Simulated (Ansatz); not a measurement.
**BN: shifting one sublattice**

The task, for BN: measure how stiffly every N atom is held.

Method: DFT PBE, scalar-relativistic, plane waves, PAW, in Ansatz 0.2.0.

## Step 1: The starting structure

The structure is hexagonal, space group P6_3mc (No. 186). The conventional cell has a = 2.554 Å, b = 2.554 Å, c = 4.227 Å, α = 90.00°, β = 90.00°, γ = 120.00°. Around B (site symmetry 3m) lie 4 N at 1.57 to 1.58 Å. N (site symmetry 3m) has 4 B at 1.57 to 1.58 Å as nearest neighbours.

As a file:

```cif
data_structure
_symmetry_space_group_name_H-M 'P6_3mc'
_symmetry_Int_Tables_number 186
_cell_length_a 2.5539
_cell_length_b 2.5539
_cell_length_c 4.2269
_cell_angle_alpha 90.000
_cell_angle_beta 90.000
_cell_angle_gamma 120.000
_cell_volume 23.88
loop_
_atom_site_label
_atom_site_type_symbol
_atom_site_symmetry_multiplicity
_atom_site_Wyckoff_symbol
_atom_site_fract_x
_atom_site_fract_y
_atom_site_fract_z
_atom_site_occupancy
B1 B 2 b 0.66667 0.33333 0.99972 1
N1 N 2 b 0.66667 0.33333 0.62528 1
```

It goes back to an entry of the Materials Project, which need not be the stable form.

The cell is taken as given, not relaxed at this level.

## Step 2: Zero of energy

Reference values: F = -1084.4829 eV; pressure -0.04 GPa; largest force 0.016 eV/Å; gap on the mesh 5.21 eV. It was computed beforehand with the settings of the runs below.

## Step 3: The scan: shifting one sublattice

Every N atom is moved by x along the Cartesian unit vector (0.000, 0.000, 1.000); the cell and all other atoms stay fixed. Forces below are components along that vector, summed over the moved atoms.

## Step 4: At x = -0.300 Å

Contents of input.yaml:

```yaml
crystal:
  lattice:
    - [2.5539396017, 0.0, 0.0]
    - [-1.2769698009, 2.2117765748, 0.0]
    - [0.0, 0.0, 4.226855]
  atoms:
    - { symbol: B, position: [0.6666666667, 0.3333333333, 0.999724] }
    - { symbol: B, position: [0.3333333333, 0.6666666667, 0.499724] }
    - { symbol: "N", position: [0.6666666667, 0.3333333333, 0.5543012445] }
    - { symbol: "N", position: [0.3333333333, 0.6666666667, 0.0543012445] }
basis:
  ecutwfc: 420
kpoints:
  mp_grid: { grid: [12, 12, 6] }
hamiltonian:
  xc: pbe
scf:
  occupations: { method: gaussian, width: 0.05 }
output:
  forces: true
  stress: true
  eigenvalues: true
```

Started as:

```sh
> ansatz run input.yaml --threads 1 --pin off --max-ram 2560MiB --backend cpu --events-out ev --progress --plain --runs-dir out
```

What it wrote, cut to the lines that bear on the results:

```text
Warning: RAYON_NUM_THREADS=1 ignored (pool sized by the plan → 1); use --threads N
[...]
Pseudopotentials: kind: paw
Pseudopotential: B, paw, valence charge 3, recommended cutoff 420 eV (normal), B.paw.azcp
Pseudopotential: N, paw, valence charge 5, recommended cutoff 420 eV (normal), N.paw.azcp
Functional definition: PBE
[...]
Crystal: 4 atoms, lattice volume = 23.876 Å³
Basis set: ecut = 420 eV, 465 PW (Γ), exchange–correlation on 36×36×60 points (8 copies of the dense FFT grid, shifted against one another)
Bands: 12, of which v1, the nominal top of the filled ones, is band 8 counted from 1 (7 counted from 0)
Symmetry: 12 space group operations
Space group: P63mc (ITA 186), of the structure as read, at distance tolerance 2.9e-5 Å
k-points: 76 of 864 (time reversal used)
[...]
SCF iter   1: F=—  HF=-1083.346541 eV  |F-HF|=—  |Δ(HF+E_count)|=         —  Δρ=5.98e-3  dr2=5.22e-3  ethr=1.77e-3  ⟨swp⟩=5.3  Hψ=4982  notcnv=0
[...]
SCF iter   6: F=-1083.346667 eV  HF=-1083.346667 eV  |F-HF|=5.68e-12  |Δ(HF+E_count)|=   5.69e-9  Δρ=5.75e-7  dr2=2.89e-11  ethr=1.52e-11  ⟨swp⟩=1.1  Hψ=2766  notcnv=0
[...]
SCF converged after 6 iterations
Free energy (F): -1083.346667 eV
[...]
E sigma→0 (E₀):  -1083.346667 eV
Fermi energy:    14.393876 eV
[...]
--- Forces (eV/Å), atoms counted from 1 ---
  atom   1  B      0.00000000     0.00000000    -2.42202044
  atom   2  B     -0.00000000    -0.00000000    -2.42202044
  atom   3  N     -0.00000000    -0.00000000     2.42201647
  atom   4  N      0.00000000     0.00000000     2.42201647
[...]
--- Stress (GPa, compression-positive) ---
        4.634406      -0.000000       0.000000
       -0.000000       4.634406       0.000000
        0.000000       0.000000      41.653328
  P = ⅓ Tr σ = 16.9740 GPa (169.740 kbar)
--- Band table (eV; the first three rows and the last of 76) ---
  k-point 0: bands = ["-9.1850", "-5.0747", "0.9221", "8.3533", "8.3533", "9.8821", "9.8821", "12.4443", "19.4452", "20.0351", "20.0351", "20.5698"]
[...]
```

Run time: 1.4 s. Hardware: 1 thread of Intel Xeon Platinum 8488C (Sapphire Rapids), shared host; peak memory 0.36 GiB.

## Step 5: Point x = 0.225 Å

input.yaml: that of step 4 with these lines changed.

```diff
@@ -8,4 +8,4 @@
     - { symbol: B, position: [0.3333333333, 0.6666666667, 0.499724] }
-    - { symbol: "N", position: [0.6666666667, 0.3333333333, 0.5543012445] }
-    - { symbol: "N", position: [0.3333333333, 0.6666666667, 0.0543012445] }
+    - { symbol: "N", position: [0.6666666667, 0.3333333333, 0.6785070666] }
+    - { symbol: "N", position: [0.3333333333, 0.6666666667, 0.1785070666] }
 basis:
```

Started as:

```sh
> ansatz run input.yaml --threads 1 --pin off --max-ram 2560MiB --backend cpu --events-out ev --progress --plain --runs-dir out
```

What it wrote, cut to the lines that bear on the results:

```text
[...]
SCF converged after 6 iterations
Free energy (F): -1082.930852 eV
[...]
E sigma→0 (E₀):  -1082.930852 eV
Fermi energy:    12.981352 eV
[...]
--- Forces (eV/Å), atoms counted from 1 ---
  atom   1  B      0.00000000     0.00000000     7.80350439
  atom   2  B      0.00000000    -0.00000000     7.80350439
  atom   3  N     -0.00000000    -0.00000000    -7.80349110
  atom   4  N      0.00000000     0.00000000    -7.80349110
[...]
--- Stress (GPa, compression-positive) ---
        4.889919      -0.000000       0.000000
       -0.000000       4.889919       0.000000
        0.000000      -0.000000      42.840605
  P = ⅓ Tr σ = 17.5401 GPa (175.401 kbar)
--- Band table (eV; the first three rows and the last of 76) ---
  k-point 0: bands = ["-9.1600", "-5.2933", "-0.1761", "8.3055", "9.3908", "9.3908", "12.0720", "12.0720", "19.0051", "19.0051", "20.9128", "20.9411"]
[...]
```

It took 1.3 s on 1 thread of Intel Xeon Platinum 8488C (Sapphire Rapids), shared host; peak memory 0.35 GiB.

## Step 6: At x = -0.150 Å

input.yaml: that of step 5 with these lines changed.

```diff
@@ -8,4 +8,4 @@
     - { symbol: B, position: [0.3333333333, 0.6666666667, 0.499724] }
-    - { symbol: "N", position: [0.6666666667, 0.3333333333, 0.6785070666] }
-    - { symbol: "N", position: [0.3333333333, 0.6666666667, 0.1785070666] }
+    - { symbol: "N", position: [0.6666666667, 0.3333333333, 0.5897886223] }
+    - { symbol: "N", position: [0.3333333333, 0.6666666667, 0.0897886223] }
 basis:
```

Started as:

```sh
> ansatz run input.yaml --threads 1 --pin off --max-ram 2560MiB --backend cpu --events-out ev --progress --plain --runs-dir out
```

What it wrote, cut to the lines that bear on the results:

```text
[...]
SCF converged after 6 iterations
Free energy (F): -1084.091795 eV
[...]
E sigma→0 (E₀):  -1084.091795 eV
Fermi energy:    14.657052 eV
[...]
--- Forces (eV/Å), atoms counted from 1 ---
  atom   1  B      0.00000000     0.00000000    -2.24398723
  atom   2  B     -0.00000000    -0.00000000    -2.24398723
  atom   3  N     -0.00000000    -0.00000000     2.24399419
  atom   4  N      0.00000000     0.00000000     2.24399419
[...]
--- Stress (GPa, compression-positive) ---
        3.237498      -0.000000       0.000000
        0.000000       3.237498       0.000000
        0.000000       0.000000      12.487715
  P = ⅓ Tr σ = 6.3209 GPa (63.209 kbar)
--- Band table (eV; the first three rows and the last of 76) ---
  k-point 0: bands = ["-9.1564", "-5.0433", "0.6944", "8.6885", "8.6885", "10.4434", "10.4434", "12.0952", "18.8582", "19.8351", "19.8351", "20.5240"]
[...]
```

Run time: 1.3 s. Hardware: 1 thread of Intel Xeon Platinum 8488C (Sapphire Rapids), shared host; peak memory 0.35 GiB.

## Step 7: Point x = 0.075 Å

input.yaml: that of step 6 with these lines changed.

```diff
@@ -8,4 +8,4 @@
     - { symbol: B, position: [0.3333333333, 0.6666666667, 0.499724] }
-    - { symbol: "N", position: [0.6666666667, 0.3333333333, 0.5897886223] }
-    - { symbol: "N", position: [0.3333333333, 0.6666666667, 0.0897886223] }
+    - { symbol: "N", position: [0.6666666667, 0.3333333333, 0.6430196889] }
+    - { symbol: "N", position: [0.3333333333, 0.6666666667, 0.1430196889] }
 basis:
```

Started as:

```sh
> ansatz run input.yaml --threads 1 --pin off --max-ram 2560MiB --backend cpu --events-out ev --progress --plain --runs-dir out
```

What it wrote, cut to the lines that bear on the results:

```text
Warning: RAYON_NUM_THREADS=1 ignored (pool sized by the plan → 1); use --threads N
[...]
[... 4 set-up lines as earlier in the session ...]
[...]
Crystal: 4 atoms, lattice volume = 23.876 Å³
Basis set: ecut = 420 eV, 465 PW (Γ), exchange–correlation on 36×36×60 points (8 copies of the dense FFT grid, shifted against one another)
Bands: 12, of which v1, the nominal top of the filled ones, is band 8 counted from 1 (7 counted from 0)
[... 2 set-up lines as earlier in the session ...]
k-points: 76 of 864 (time reversal used)
[...]
SCF iter   1: F=—  HF=-1084.337926 eV  |F-HF|=—  |Δ(HF+E_count)|=         —  Δρ=2.87e-3  dr2=1.05e-3  ethr=1.77e-3  ⟨swp⟩=5.4  Hψ=4852  notcnv=0
[...]
SCF iter   6: F=-1084.338259 eV  HF=-1084.338259 eV  |F-HF|=3.11e-10  |Δ(HF+E_count)|=   8.67e-9  Δρ=9.84e-7  dr2=7.55e-11  ethr=4.74e-11  ⟨swp⟩=1.8  Hψ=2755  notcnv=0
[...]
SCF converged after 6 iterations
Free energy (F): -1084.338259 eV
[...]
E sigma→0 (E₀):  -1084.338259 eV
Fermi energy:    13.544109 eV
[...]
--- Forces (eV/Å), atoms counted from 1 ---
  atom   1  B      0.00000000     0.00000000     2.00781600
  atom   2  B     -0.00000000    -0.00000000     2.00781600
  atom   3  N     -0.00000000    -0.00000000    -2.00781456
  atom   4  N      0.00000000     0.00000000    -2.00781456
[...]
--- Stress (GPa, compression-positive) ---
       -0.118820      -0.000000      -0.000000
       -0.000000      -0.118820      -0.000000
       -0.000000      -0.000000       3.101218
  P = ⅓ Tr σ = 0.9545 GPa (9.545 kbar)
--- Band table (eV; the first three rows and the last of 76) ---
  k-point 0: bands = ["-9.1158", "-5.0479", "0.1443", "9.2312", "9.2312", "10.0738", "11.5328", "11.5328", "19.3224", "19.3224", "20.5794", "20.6570"]
[...]
```

Run time: 1.3 s. Hardware: 1 thread of Intel Xeon Platinum 8488C (Sapphire Rapids), shared host; peak memory 0.36 GiB.

## Step 8: x = 0.300 Å

input.yaml: that of step 7 with these lines changed.

```diff
@@ -8,4 +8,4 @@
     - { symbol: B, position: [0.3333333333, 0.6666666667, 0.499724] }
-    - { symbol: "N", position: [0.6666666667, 0.3333333333, 0.6430196889] }
-    - { symbol: "N", position: [0.3333333333, 0.6666666667, 0.1430196889] }
+    - { symbol: "N", position: [0.6666666667, 0.3333333333, 0.6962507555] }
+    - { symbol: "N", position: [0.3333333333, 0.6666666667, 0.1962507555] }
 basis:
```

Started as:

```sh
> ansatz run input.yaml --threads 1 --pin off --max-ram 2560MiB --backend cpu --events-out ev --progress --plain --runs-dir out
```

What it wrote, cut to the lines that bear on the results:

```text
Warning: RAYON_NUM_THREADS=1 ignored (pool sized by the plan → 1); use --threads N
[...]
[... 4 set-up lines as earlier in the session ...]
[...]
Crystal: 4 atoms, lattice volume = 23.876 Å³
Basis set: ecut = 420 eV, 465 PW (Γ), exchange–correlation on 36×36×60 points (8 copies of the dense FFT grid, shifted against one another)
Bands: 12, of which v1, the nominal top of the filled ones, is band 8 counted from 1 (7 counted from 0)
[... 2 set-up lines as earlier in the session ...]
k-points: 76 of 864 (time reversal used)
[...]
SCF iter   1: F=—  HF=-1081.467545 eV  |F-HF|=—  |Δ(HF+E_count)|=         —  Δρ=5.47e-3  dr2=2.55e-3  ethr=1.77e-3  ⟨swp⟩=6.0  Hψ=5175  notcnv=0
[...]
SCF iter   6: F=-1081.470025 eV  HF=-1081.470025 eV  |F-HF|=4.77e-12  |Δ(HF+E_count)|=   1.76e-9  Δρ=2.65e-7  dr2=6.38e-12  ethr=4.78e-12  ⟨swp⟩=1.2  Hψ=2857  notcnv=0
[...]
SCF converged after 6 iterations
Free energy (F): -1081.470025 eV
[...]
E sigma→0 (E₀):  -1081.470025 eV
Fermi energy:    12.627511 eV
[...]
--- Forces (eV/Å), atoms counted from 1 ---
  atom   1  B      0.00000000     0.00000000    11.83479249
  atom   2  B     -0.00000000    -0.00000000    11.83479249
  atom   3  N      0.00000000    -0.00000000   -11.83479267
  atom   4  N     -0.00000000     0.00000000   -11.83479267
[...]
--- Stress (GPa, compression-positive) ---
       10.509058       0.000000      -0.000000
       -0.000000      10.509058       0.000000
        0.000000      -0.000000      87.623405
  P = ⅓ Tr σ = 36.2138 GPa (362.138 kbar)
--- Band table (eV; the first three rows and the last of 76) ---
  k-point 0: bands = ["-9.2160", "-5.5370", "-0.2458", "7.4421", "9.3497", "9.3497", "12.1368", "12.1368", "18.9846", "18.9846", "20.5635", "21.0688"]
[...]
```

It took 2.4 s on 1 thread of Intel Xeon Platinum 8488C (Sapphire Rapids), shared host; peak memory 0.36 GiB.

## Step 9: At x = -0.225 Å

input.yaml: that of step 8 with these lines changed.

```diff
@@ -8,4 +8,4 @@
     - { symbol: B, position: [0.3333333333, 0.6666666667, 0.499724] }
-    - { symbol: "N", position: [0.6666666667, 0.3333333333, 0.6962507555] }
-    - { symbol: "N", position: [0.3333333333, 0.6666666667, 0.1962507555] }
+    - { symbol: "N", position: [0.6666666667, 0.3333333333, 0.5720449334] }
+    - { symbol: "N", position: [0.3333333333, 0.6666666667, 0.0720449334] }
 basis:
```

Started as:

```sh
> ansatz run input.yaml --threads 1 --pin off --max-ram 2560MiB --backend cpu --events-out ev --progress --plain --runs-dir out
```

What it wrote, cut to the lines that bear on the results:

```text
Warning: RAYON_NUM_THREADS=1 ignored (pool sized by the plan → 1); use --threads N
[...]
[... 4 set-up lines as earlier in the session ...]
[...]
Crystal: 4 atoms, lattice volume = 23.876 Å³
Basis set: ecut = 420 eV, 465 PW (Γ), exchange–correlation on 36×36×60 points (8 copies of the dense FFT grid, shifted against one another)
Bands: 12, of which v1, the nominal top of the filled ones, is band 8 counted from 1 (7 counted from 0)
[... 2 set-up lines as earlier in the session ...]
k-points: 76 of 864 (time reversal used)
[...]
SCF iter   1: F=—  HF=-1083.724547 eV  |F-HF|=—  |Δ(HF+E_count)|=         —  Δρ=3.98e-3  dr2=1.73e-3  ethr=1.77e-3  ⟨swp⟩=5.5  Hψ=5025  notcnv=0
[...]
SCF iter   6: F=-1083.725359 eV  HF=-1083.725359 eV  |F-HF|=8.28e-11  |Δ(HF+E_count)|=   3.86e-9  Δρ=6.35e-7  dr2=5.71e-11  ethr=3.97e-11  ⟨swp⟩=1.4  Hψ=2760  notcnv=0
[...]
SCF converged after 6 iterations
Free energy (F): -1083.725359 eV
[...]
E sigma→0 (E₀):  -1083.725359 eV
Fermi energy:    14.579897 eV
[...]
--- Forces (eV/Å), atoms counted from 1 ---
  atom   1  B      0.00000000     0.00000000    -2.55915135
  atom   2  B     -0.00000000    -0.00000000    -2.55915135
  atom   3  N     -0.00000000    -0.00000000     2.55915820
  atom   4  N      0.00000000     0.00000000     2.55915820
[...]
--- Stress (GPa, compression-positive) ---
        4.354578      -0.000000       0.000000
       -0.000000       4.354578       0.000000
        0.000000       0.000000      26.016957
  P = ⅓ Tr σ = 11.5754 GPa (115.754 kbar)
--- Band table (eV; the first three rows and the last of 76) ---
  k-point 0: bands = ["-9.1733", "-5.0622", "0.8248", "8.5072", "8.5072", "10.1339", "10.1339", "12.3658", "18.9954", "19.9498", "19.9498", "20.5395"]
[...]
```

Wall time 1.3 s (1 thread of Intel Xeon Platinum 8488C (Sapphire Rapids), shared host); peak memory 0.36 GiB.

## Step 10: x = 0.150 Å

input.yaml: that of step 9 with these lines changed.

```diff
@@ -8,4 +8,4 @@
     - { symbol: B, position: [0.3333333333, 0.6666666667, 0.499724] }
-    - { symbol: "N", position: [0.6666666667, 0.3333333333, 0.5720449334] }
-    - { symbol: "N", position: [0.3333333333, 0.6666666667, 0.0720449334] }
+    - { symbol: "N", position: [0.6666666667, 0.3333333333, 0.6607633777] }
+    - { symbol: "N", position: [0.3333333333, 0.6666666667, 0.1607633777] }
 basis:
```

Started as:

```sh
> ansatz run input.yaml --threads 1 --pin off --max-ram 2560MiB --backend cpu --events-out ev --progress --plain --runs-dir out
```

What it wrote, cut to the lines that bear on the results:

```text
[...]
SCF converged after 6 iterations
Free energy (F): -1083.851295 eV
[...]
E sigma→0 (E₀):  -1083.851295 eV
Fermi energy:    13.283783 eV
[...]
--- Forces (eV/Å), atoms counted from 1 ---
  atom   1  B      0.00000000     0.00000000     4.58509998
  atom   2  B     -0.00000000    -0.00000000     4.58509998
  atom   3  N      0.00000000    -0.00000000    -4.58509793
  atom   4  N      0.00000000     0.00000000    -4.58509793
[...]
--- Stress (GPa, compression-positive) ---
        1.326662      -0.000000      -0.000000
       -0.000000       1.326662      -0.000000
        0.000000       0.000000      16.379292
  P = ⅓ Tr σ = 6.3442 GPa (63.442 kbar)
--- Band table (eV; the first three rows and the last of 76) ---
  k-point 0: bands = ["-9.1269", "-5.1323", "-0.0381", "9.1949", "9.3450", "9.3450", "11.8509", "11.8509", "19.1379", "19.1379", "20.7711", "21.2030"]
[...]
```

Wall time 1.3 s (1 thread of Intel Xeon Platinum 8488C (Sapphire Rapids), shared host); peak memory 0.35 GiB.

## Step 11: At x = -0.075 Å

input.yaml: that of step 10 with these lines changed.

```diff
@@ -8,4 +8,4 @@
     - { symbol: B, position: [0.3333333333, 0.6666666667, 0.499724] }
-    - { symbol: "N", position: [0.6666666667, 0.3333333333, 0.6607633777] }
-    - { symbol: "N", position: [0.3333333333, 0.6666666667, 0.1607633777] }
+    - { symbol: "N", position: [0.6666666667, 0.3333333333, 0.6075323111] }
+    - { symbol: "N", position: [0.3333333333, 0.6666666667, 0.1075323111] }
 basis:
```

Started as:

```sh
> ansatz run input.yaml --threads 1 --pin off --max-ram 2560MiB --backend cpu --events-out ev --progress --plain --runs-dir out
```

What it wrote, cut to the lines that bear on the results:

```text
[...]
SCF converged after 6 iterations
Free energy (F): -1084.371973 eV
[...]
E sigma→0 (E₀):  -1084.371973 eV
Fermi energy:    14.383324 eV
[...]
--- Forces (eV/Å), atoms counted from 1 ---
  atom   1  B      0.00000000     0.00000000    -1.39868838
  atom   2  B     -0.00000000    -0.00000000    -1.39868838
  atom   3  N     -0.00000000    -0.00000000     1.39869066
  atom   4  N      0.00000000     0.00000000     1.39869066
[...]
--- Stress (GPa, compression-positive) ---
        1.601522      -0.000000       0.000000
       -0.000000       1.601522      -0.000000
        0.000000       0.000000       3.141310
  P = ⅓ Tr σ = 2.1148 GPa (21.148 kbar)
--- Band table (eV; the first three rows and the last of 76) ---
  k-point 0: bands = ["-9.1375", "-5.0249", "0.5312", "8.8822", "8.8822", "10.7952", "10.7952", "11.5924", "19.1023", "19.6893", "19.6893", "20.5341"]
[...]
```

Wall time 1.3 s (1 thread of Intel Xeon Platinum 8488C (Sapphire Rapids), shared host); peak memory 0.36 GiB.

## Step 12: At x = 0.263 Å

input.yaml: that of step 11 with these lines changed.

```diff
@@ -8,4 +8,4 @@
     - { symbol: B, position: [0.3333333333, 0.6666666667, 0.499724] }
-    - { symbol: "N", position: [0.6666666667, 0.3333333333, 0.6075323111] }
-    - { symbol: "N", position: [0.3333333333, 0.6666666667, 0.1075323111] }
+    - { symbol: "N", position: [0.6666666667, 0.3333333333, 0.687378911] }
+    - { symbol: "N", position: [0.3333333333, 0.6666666667, 0.187378911] }
 basis:
```

Started as:

```sh
> ansatz run input.yaml --threads 1 --pin off --max-ram 2560MiB --backend cpu --events-out ev --progress --plain --runs-dir out
```

What it wrote, cut to the lines that bear on the results:

```text
Warning: RAYON_NUM_THREADS=1 ignored (pool sized by the plan → 1); use --threads N
[...]
[... 4 set-up lines as earlier in the session ...]
[...]
Crystal: 4 atoms, lattice volume = 23.876 Å³
Basis set: ecut = 420 eV, 465 PW (Γ), exchange–correlation on 36×36×60 points (8 copies of the dense FFT grid, shifted against one another)
Bands: 12, of which v1, the nominal top of the filled ones, is band 8 counted from 1 (7 counted from 0)
[... 2 set-up lines as earlier in the session ...]
k-points: 76 of 864 (time reversal used)
[...]
SCF iter   1: F=—  HF=-1082.274023 eV  |F-HF|=—  |Δ(HF+E_count)|=         —  Δρ=4.54e-3  dr2=2.15e-3  ethr=1.77e-3  ⟨swp⟩=5.8  Hψ=5020  notcnv=0
[...]
SCF iter   6: F=-1082.275864 eV  HF=-1082.275864 eV  |F-HF|=1.95e-10  |Δ(HF+E_count)|=   3.25e-9  Δρ=1.16e-6  dr2=1.35e-10  ethr=6.29e-11  ⟨swp⟩=1.5  Hψ=2827  notcnv=0
[...]
SCF converged after 6 iterations
Free energy (F): -1082.275864 eV
[...]
E sigma→0 (E₀):  -1082.275864 eV
Fermi energy:    12.810927 eV
[...]
--- Forces (eV/Å), atoms counted from 1 ---
  atom   1  B      0.00000000     0.00000000     9.69890662
  atom   2  B     -0.00000000    -0.00000000     9.69890662
  atom   3  N     -0.00000000    -0.00000000    -9.69890189
  atom   4  N      0.00000000     0.00000000    -9.69890189
[...]
--- Stress (GPa, compression-positive) ---
        7.466824       0.000000      -0.000000
       -0.000000       7.466824       0.000000
       -0.000000      -0.000000      62.539502
  P = ⅓ Tr σ = 25.8244 GPa (258.244 kbar)
--- Band table (eV; the first three rows and the last of 76) ---
  k-point 0: bands = ["-9.1853", "-5.4053", "-0.2205", "7.8686", "9.3822", "9.3822", "12.1276", "12.1276", "18.9767", "18.9767", "20.7619", "20.9901"]
[...]
```

Wall time 2.4 s (1 thread of Intel Xeon Platinum 8488C (Sapphire Rapids), shared host); peak memory 0.36 GiB.

## Step 13: All points together

All points in order; energies are free energies above the reference cell:

```
 x (Å)  ΔE (meV/cell)  force on the moved atoms (eV/Å)  pressure (GPa)  gap on the mesh (eV)
-0.300         1136.2                            4.844            17.0                  3.90
-0.225          757.5                            5.118            11.6                  4.43
-0.150          391.1                            4.488             6.3                  5.12
-0.075          110.9                            2.797             2.1                  5.58
 0.000            0.0                           -0.033             0.0                  5.21
 0.075          144.6                           -4.016             1.0                  4.02
 0.150          631.6                           -9.170             6.3                  2.87
 0.225         1552.0                          -15.607            17.5                  1.82
 0.263         2207.0                          -19.398            25.8                  1.37
 0.300         3012.8                          -23.670            36.2                  0.98
```

## Step 14: Outcome

| quantity | value |
| --- | --- |
| force constant along x, over ±0.075 Å | 45.42 eV/Å² for the 2 moved atoms together |

What this shows: The restoring force grows by 45.42 eV/Å per Å near the site for the 2 atoms together, 22.71 on average. No sampled point lies below the undisturbed cell. The well is lopsided: x = 0.300 Å costs 3013 meV against 1136 meV on the other side, and the dearer side brings atoms closer together. The gap on the mesh stays between 0.98 and 5.58 eV.
